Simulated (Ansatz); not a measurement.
# C3H8OSi: small, medium and large basis sets

An exercise on one series of results from a longer session: the logs are not shown, and one member is left open.

Program: Ansatz 0.2.0, Gaussian basis. Level of theory: one geometry, several basis sets. These are calculated values, not measurements.

Levels to be run: PBE0-D4/def2-SVP; ωB97M-V/def2-SVP; PBE0-D4/def2-QZVPP; ωB97M-V/def2-QZVPP; the functionals' def2-TZVPP values are taken from earlier runs.

## Structure used throughout

The geometry comes from an earlier relaxation with PBE0-D4 in a triple-zeta def2 set; it is a stationary point, not always the lowest conformer.

SMILES `CC1(O)C[SiH2]1`, 13 atoms, charge 0, spin multiplicity 1.

Atoms are counted from 1 here; the program's logs count them from 0.

Bond lengths: C1–C2 1.504 Å, C1–H6 1.093 Å, C1–H7 1.096 Å, C1–H8 1.093 Å, C2–O3 1.407 Å, C2–C4 1.526 Å, C2–Si5 1.882 Å, O3–H9 0.961 Å, C4–Si5 1.857 Å, C4–H10 1.086 Å, C4–H11 1.086 Å, Si5–H12 1.478 Å, Si5–H13 1.480 Å. Angles: C2–C1–H6 111.2°, C2–C1–H7 110.0°, C2–C1–H8 111.3°, H6–C1–H7 108.4°, H6–C1–H8 107.5°, H7–C1–H8 108.4°, C1–C2–O3 114.0°, C1–C2–C4 116.7°, C1–C2–Si5 121.8°, O3–C2–C4 110.9°, O3–C2–Si5 118.4°, C4–C2–Si5 65.0°, C2–O3–H9 108.1°, C2–C4–Si5 66.8°, C2–C4–H10 116.5°, C2–C4–H11 113.9°, Si5–C4–H10 120.7°, Si5–C4–H11 117.1° and more.

Set-up of the first run:

in.yaml

```yaml
crystal:
  periodic: [false, false, false]
  atoms:
    - {symbol: C, position_ang: [-1.482594, 0.347744, 0.084534]}
    - {symbol: C, position_ang: [-0.127465, -0.288329, 0.228926]}
    - {symbol: O, position_ang: [-0.124413, -1.454047, 1.016556]}
    - {symbol: C, position_ang: [0.673616, -0.496444, -1.053199]}
    - {symbol: Si, position_ang: [1.458561, 0.717824, 0.111389]}
    - {symbol: H, position_ang: [-1.879996, 0.656366, 1.055341]}
    - {symbol: H, position_ang: [-2.183810, -0.363880, -0.365739]}
    - {symbol: H, position_ang: [-1.438161, 1.236059, -0.550162]}
    - {symbol: H, position_ang: [-0.274602, -1.197790, 1.930511]}
    - {symbol: H, position_ang: [0.209406, -0.160105, -1.975171]}
    - {symbol: H, position_ang: [1.134167, -1.476628, -1.130755]}
    - {symbol: H, position_ang: [2.645961, 0.283318, 0.876518]}
    - {symbol: H, position_ang: [1.409934, 2.161215, -0.213949]}
basis:
  gaussian: {orbitals: def2-SVP}
hamiltonian: {xc: pbe0, dispersion: d4}
output: {orbitals: {seedname: orbitals}}
```

Among the steps run: PBE0-D4 in def2-SVP; ωB97M-V in def2-SVP; PBE0-D4 in def2-QZVPP; ωB97M-V in def2-QZVPP.

One of the session's tables, all rows but one given; the rest of the session is left out.

```
functional       basis  HOMO (eV)  LUMO (eV)
   PBE0-D4    def2-SVP          ?          ?
   PBE0-D4  def2-TZVPP      -6.35       0.13
   PBE0-D4  def2-QZVPP      -6.38      -0.04
   ωB97M-V    def2-SVP      -8.41       2.50
   ωB97M-V  def2-TZVPP      -8.51       1.75
   ωB97M-V  def2-QZVPP      -8.53       1.33
```

Estimate the missing values for PBE0-D4, def2-SVP.

**Answer.** HOMO (eV): -6.27; LUMO (eV): 0.61. In the column «HOMO (eV)» it is the highest.
